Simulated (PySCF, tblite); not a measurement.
# C13H34Si13: electronic excitations, NMR shifts

Wanted: electronic excitations, NMR shifts for C13H34Si13.

Computed with tblite 0.8.0 and PySCF 2.14.0 and routines of our own; the level stands in each step. Atoms count from 0.

## 1. The starting structure

60 atoms, charge 0, multiplicity 1; geometry from: force field, distance geometry or constructed start.

## 2. Optimising the geometry with GFN2-xTB

The job: settings as JSON, then the geometry in Å.

```
{"job": {"kind": "relax", "xc": "GFN2-xTB", "basis": "xTB"}, "charge": 0, "multiplicity": 1}
Si     0.004900     0.235500    -4.109600
Si    -1.544700    -0.650100    -1.597700
C     -1.536300    -0.655000    -3.477700
Si    -0.000700    -3.318200    -1.597000
C     -0.001000     0.236100     4.076400
Si    -0.003300     0.236800     0.923900
C      0.000100     0.239000    -0.964800
Si    -1.538100    -0.650000     3.445200
C     -1.538800    -0.654800     1.555400
Si    -1.544300    -2.433400     0.928100
C     -1.543600    -2.433800    -0.963600
C     -0.002500    -3.324600     1.555800
Si    -0.003400     2.018000    -1.585800
C      0.002200     2.016700    -3.481400
Si    -1.543700     2.912400     0.926700
Si    -0.001900     2.017900     3.450000
C     -1.541100     2.909200    -0.960600
C     -0.001100     2.013900     1.554800
Si     1.540900    -0.650900    -1.588300
C      1.544300    -0.651800    -3.476000
Si     1.539200    -0.648900     3.445200
C      1.540600    -0.651200     1.555600
Si     1.544900    -2.428000     0.933100
C      1.537300    -2.436900    -0.963000
Si     1.542000     2.909900     0.927400
C      1.535400     2.906400    -0.959000
H      0.000700     0.239600    -5.548700
H     -2.717800     0.026800    -1.109600
H     -2.430900    -0.138400    -3.844000
H     -1.540400    -1.679900    -3.838600
H      0.003600    -3.322000    -3.031900
H     -0.001900    -4.678900    -1.110600
H     -0.001000     0.237400     5.161100
H     -2.715100     0.024900     3.927400
H     -1.540300    -2.008500     3.920400
H     -2.431000    -0.136600     1.189500
H     -2.718000    -3.111300     1.402400
H     -2.430600    -2.943900    -1.327400
H      0.001100    -3.326500     2.645700
H     -0.004800    -4.346900     1.193600
H     -0.890100     2.528800    -3.838200
H      0.895900     2.525500    -3.838300
H     -1.536600     4.265900     1.402900
H     -2.714600     2.227900     1.404700
H     -1.179500     2.697800     3.926100
H      1.173900     2.697700     3.920300
H     -1.539100     3.935000    -1.325400
H     -2.431800     2.396000    -1.322500
H      2.718800     0.026600    -1.110600
H      2.433400    -0.138100    -3.840000
H      1.540600    -1.687600    -3.838900
H      2.723800     0.027500     3.923400
H      1.541100    -2.010700     3.923800
H      2.428100    -0.140400     1.189400
H      2.717900    -3.112300     1.408000
H      2.431000    -2.943400    -1.324200
H      1.548100     4.259200     1.404600
H      2.719900     2.236000     1.405800
H      1.541600     3.934200    -1.320800
H      2.430600     2.395400    -1.325800
```

On the command line:

```sh
$ OMP_NUM_THREADS=4 python large_run.py task.json out
```

One launch serves the whole session: the jobs run in the order shown.

What it wrote:

```text
step      E/eV     max force
  0   -1838.75367    1.001
  1   -1838.92982    0.578
  2   -1839.03831    0.444
  3   -1839.10804    0.511
  4   -1839.18615    0.431
  5   -1839.22957    0.277
  6   -1839.25671    0.223
  7   -1839.27527    0.233
  8   -1839.29608    0.294
  9   -1839.32069    0.256
 10   -1839.34088    0.225
 11   -1839.35415    0.177
 12   -1839.36421    0.162
 13   -1839.37155    0.138
 14   -1839.37643    0.116
 15   -1839.37987    0.106
 16   -1839.38267    0.080
 17   -1839.38511    0.084
 18   -1839.38691    0.088
 19   -1839.38821    0.080
 20   -1839.38927    0.053
 21   -1839.39010    0.047
 22   -1839.39073    0.034
 23   -1839.39128    0.042
 24   -1839.39183    0.044
 25   -1839.39239    0.048
 26   -1839.39284    0.036
 27   -1839.39317    0.040
 28   -1839.39348    0.031
 29   -1839.39380    0.032
 30   -1839.39407    0.026
 31   -1839.39427    0.025
 32   -1839.39443    0.021
 33   -1839.39460    0.023
 34   -1839.39480    0.027
 35   -1839.39498    0.021
 36   -1839.39512    0.018
```

Run time: 7.5 s. Hardware: 4 threads of AMD EPYC 9R45, shared host; peak memory 0.16 GiB.

Step by step:

| step | energy from step 0 (eV) | largest force (eV/Å) |
| --- | --- | --- |
| 0 | 0.0000 | 1.0011 |
| 1 | -0.1762 | 0.5783 |
| 2 | -0.2846 | 0.4447 |
| 3 | -0.3544 | 0.5101 |
| 4 | -0.4325 | 0.4311 |
| 5 | -0.4759 | 0.2771 |
| 6 | -0.5030 | 0.2230 |
| 7 | -0.5216 | 0.2321 |
| 8 | -0.5424 | 0.2938 |
| 10 | -0.5872 | 0.2243 |
| 12 | -0.6105 | 0.1625 |
| 14 | -0.6228 | 0.1154 |
| 16 | -0.6290 | 0.0799 |
| 18 | -0.6332 | 0.0878 |
| 21 | -0.6364 | 0.0465 |
| 23 | -0.6376 | 0.0418 |
| 25 | -0.6387 | 0.0479 |
| 27 | -0.6395 | 0.0395 |
| 29 | -0.6401 | 0.0327 |
| 32 | -0.6408 | 0.0206 |
| 33 | -0.6409 | 0.0223 |
| 34 | -0.6411 | 0.0276 |
| 35 | -0.6413 | 0.0205 |
| 36 | -0.6414 | 0.0182 |

Close pairs (by a distance rule), those that changed most:

| bond | before (Å) | after (Å) | change (Å) |
| --- | --- | --- | --- |
| Si1–H27 | 1.440 | 1.492 | +0.052 |
| Si18–H48 | 1.440 | 1.492 | +0.051 |
| Si9–H36 | 1.436 | 1.487 | +0.051 |
| Si22–H54 | 1.439 | 1.487 | +0.048 |
| Si24–H56 | 1.431 | 1.478 | +0.046 |
| Si3–H30 | 1.435 | 1.480 | +0.045 |
| Si0–H26 | 1.439 | 1.483 | +0.044 |
| Si14–H42 | 1.435 | 1.478 | +0.043 |

The next job starts from the end point, and lists it.

## 3. Electronic excitations: TDA PBE0/def2-SVP

The job: settings as JSON, then the geometry in Å.

```
{"job": {"kind": "uv", "basis": "def2-SVP", "grid": 1, "kgrid": 0, "vcut": 1.5, "nstates": 6, "ntriplets": 2, "tda": true, "delta": ["ip_vertical"], "pop": true, "xc": "PBE0"}, "charge": 0, "multiplicity": 1}
Si     0.001731     0.236966    -4.232100
Si    -1.543636    -0.673225    -1.641393
C     -1.540622    -0.627472    -3.548934
Si    -0.000224    -3.384459    -1.646080
C     -0.000072     0.248399     4.115370
Si    -0.000131     0.230598     0.944031
C      0.000274     0.229618    -0.976123
Si    -1.567348    -0.635900     3.520561
C     -1.524021    -0.711045     1.623863
Si    -1.558786    -2.481442     0.933556
C     -1.513833    -2.457417    -0.976917
C     -0.000916    -3.353711     1.579452
Si     0.000609     2.018425    -1.640516
C      0.001664     2.007576    -3.552312
Si    -1.542193     2.935001     0.941912
Si    -0.000505     2.041414     3.504097
C     -1.525002     2.931304    -0.957250
C      0.000099     2.038827     1.599955
Si     1.544353    -0.673803    -1.640262
C      1.543038    -0.628231    -3.547692
Si     1.567460    -0.635400     3.520598
C      1.523347    -0.711504     1.624017
Si     1.557476    -2.482007     0.934188
C      1.513451    -2.458027    -0.976175
Si     1.543319     2.933859     0.942617
C      1.525987     2.931099    -0.956471
H      0.001995     0.239425    -5.714812
H     -2.807664    -0.019912    -1.193571
H     -2.429545    -0.110551    -3.900884
H     -1.602996    -1.638034    -3.943082
H      0.000133    -3.439950    -3.124748
H     -0.000457    -4.804092    -1.229637
H     -0.000261     0.259946     5.204602
H     -2.769275     0.083063     3.989137
H     -1.635089    -1.977718     4.135959
H     -2.419494    -0.209235     1.260762
H     -2.787193    -3.188948     1.382284
H     -2.404751    -2.964288    -1.345185
H     -0.001591    -3.346773     2.665466
H     -0.001265    -4.395650     1.272254
H     -0.867501     2.544724    -3.923052
H      0.871605     2.544162    -3.922039
H     -1.565974     4.330123     1.427877
H     -2.782270     2.300522     1.432475
H     -1.178665     2.748094     4.049524
H      1.176747     2.749143     4.050165
H     -1.532997     3.955150    -1.323394
H     -2.432948     2.469297    -1.334178
H      2.808167    -0.020640    -1.191861
H      2.432106    -0.111254    -3.899188
H      1.604936    -1.638752    -3.941981
H      2.768943     0.084798     3.988219
H      1.636273    -1.976843     4.136521
H      2.418999    -0.210500     1.260316
H      2.784798    -3.190491     1.383729
H      2.404383    -2.965165    -1.343970
H      1.568445     4.328681     1.429356
H      2.782627     2.297793     1.433014
H      1.533864     3.955142    -1.321992
H      2.434305     2.469888    -1.333398
```

With the program's defaults for keys left out, this is: TDA PBE0/def2-SVP, vertical, gas phase, core orbitals frozen in the response, virtual orbitals cut by energy.

What it wrote:

```text
start: PBE on a coarse grid of 51937 points
cycle   1  E = -4274.0421124077  dE =  2.809e+00  |g| = 1.516e+00  |ddm| = 8.558e+00
cycle   2  E = -4272.8306917516  dE =  1.211e+00  |g| = 2.515e+00  |ddm| = 4.907e+00
cycle   3  E = -4274.5656210558  dE = -1.735e+00  |g| = 5.262e-01  |ddm| = 3.846e+00
cycle   4  E = -4274.6458812857  dE = -8.026e-02  |g| = 1.495e-01  |ddm| = 1.121e+00
cycle   5  E = -4274.6512680481  dE = -5.387e-03  |g| = 6.769e-02  |ddm| = 3.062e-01
cycle   6  E = -4274.6525569411  dE = -1.289e-03  |g| = 1.287e-02  |ddm| = 1.068e-01
cycle   7  E = -4274.6525990564  dE = -4.212e-05  |g| = 5.769e-03  |ddm| = 2.568e-02
final grid: 207161 points
cycle   8  E = -4275.8950581289  dE = -1.712e-02  |g| = 3.857e-02  |ddm| = 7.116e-01
cycle   9  E = -4275.8948596959  dE =  1.984e-04  |g| = 4.871e-02  |ddm| = 1.301e-01
cycle  10  E = -4275.8955046880  dE = -6.450e-04  |g| = 8.241e-03  |ddm| = 7.788e-02
cycle  11  E = -4275.8955147747  dE = -1.009e-05  |g| = 4.949e-03  |ddm| = 2.114e-02
cycle  12  E = -4275.8955225459  dE = -7.771e-06  |g| = 7.005e-04  |ddm| = 8.367e-03
cycle  13  E = -4275.8955247504  dE = -2.204e-06  |g| = 2.579e-04  |ddm| = 1.486e-03
cycle  14  E = -4275.8955221968  dE =  2.554e-06  |g| = 4.164e-05  |ddm| = 4.229e-04
converged SCF energy = -4275.8955221968
Vertical ionisation energy (delta-SCF) = 8.3315 eV   <S^2> = 0.753

Static polarisability (au): isotropic 394.979, principal 341.676 401.075 442.185

Singlet excitations
state   eV       nm        f      main configurations
  1   6.4217    193.1   0.00468   H->L 0.88
  2   6.5594    189.0   0.00566   H-1->L 0.73, H->L+1 0.14
  3   6.5728    188.6   0.00020   H-2->L 0.94
  4   6.6163    187.4   0.00050   H->L+1 0.74, H-1->L 0.13
  5   6.6602    186.2   0.00980   H->L+2 0.90
  6   6.7559    183.5   0.00394   H->L+3 0.68, H-1->L+1 0.13

Triplet excitations (Tamm-Dancoff, eV): 6.2621 6.3621
```

It took 2.3 min on 4 threads of AMD EPYC 9R45, shared host; peak memory 3.5 GiB.

The orbitals next to the gap, with their largest atomic shares:

| orbital | eV | atoms |
| --- | --- | --- |
| HOMO−4 | -7.87 | Si3 8 %, C23 7 %, C10 7 % |
| HOMO−3 | -7.71 | C13 9 %, C4 8 %, C25 6 % |
| HOMO−2 | -7.39 | C6 9 %, C21 8 %, C8 8 % |
| HOMO−1 | -7.35 | C6 10 %, C13 10 %, H26 6 % |
| HOMO | -7.24 | C17 12 %, C6 9 %, Si5 5 % |
| LUMO | 0.18 | Si1 10 %, Si18 10 %, Si3 8 % |
| LUMO+1 | 0.36 | Si15 13 %, Si5 10 %, Si14 9 % |
| LUMO+2 | 0.46 | Si5 18 %, Si24 11 %, Si14 11 % |
| LUMO+3 | 0.48 | Si7 10 %, Si20 10 %, Si15 10 % |

With each of the 6 states as a Gaussian band of 0.4 eV half-width at 1/e, the curve within the window shown has maxima at 188 nm (ε 940) L/(mol cm). Beyond the last state computed it falls off for lack of states. The curve at chosen wavelengths:

| nm | ε (L/mol/cm) |
| --- | --- |
| 176 | 312 |
| 177 | 377 |
| 179 | 519 |
| 180 | 592 |
| 182 | 730 |
| 183 | 791 |
| 185 | 884 |
| 186 | 914 |
| 188 | 936 |
| 189 | 928 |
| 191 | 878 |
| 192 | 838 |
| 194 | 739 |
| 195 | 682 |
| 197 | 564 |
| 198 | 505 |
| 200 | 394 |
| 201 | 343 |
| 203 | 254 |
| 204 | 216 |
| 206 | 152 |
| 207 | 126 |
| 209 | 85 |
| 210 | 69 |
| 212 | 45 |
| 213 | 36 |

Ground-state properties from the same run:

| property | computed |
| --- | --- |
| dipole moment (D) | 1.92 |
| polarisability (Å³) | 58.53 |
| HOMO–LUMO gap (eV) | 7.42 |
| −ε(HOMO) (eV) | 7.24 |

[end of part 1 of 2]
